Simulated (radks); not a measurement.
**Ar in [Ar]: an all-electron calculation**

One table from this session's results is given with a row withheld; the runs are named, their logs left out.

The numbers are computed with radks (a radial shooting solver on a logarithmic mesh, Libxc functionals) version 1 (non-relativistic Kohn-Sham, SCAN, spin-polarised, spherical densities, point nucleus), except any that are marked as measured or tabulated.

### The system

- element: argon (Z = 18)
- charge: 0
- electrons: 18
- configuration: [Ar]

The outer shells:

Ar
```
[Ne] core
3s [↑↓]
3p [↑↓][↑↓][↑↓]
```

The first run:

The run's settings:

```text
Z 18
configuration [Ar] 4s0 3d0 4p0 4f0
relativity non-relativistic
functional scan,scan
spin polarised
nucleus point
```

Command:

```sh
$ python run_ks.py task.json out
```

The same process makes all the runs of this session.

One of the session's tables, all rows but one given; the rest of the session is left out.

It belongs to the step «Radial structure». Sizes of the orbitals, from the radial functions (bohr):

```
level     <r>  outermost maximum (interpolated)  90 % within  nodes
   1s       ?                                 ?            ?      ?
   2s  0.4147                             0.340        0.646      1
   2p  0.3767                             0.282        0.623      0
   3s   1.419                              1.18         2.16      2
   3p   1.657                              1.29         2.62      1
```

**Question.** Estimate the row for 1s.

As computed: <r>: 0.08623; outermost maximum (interpolated): 0.0566; 90 % within: 0.154; nodes: 0. In the column «<r>» it is the lowest.
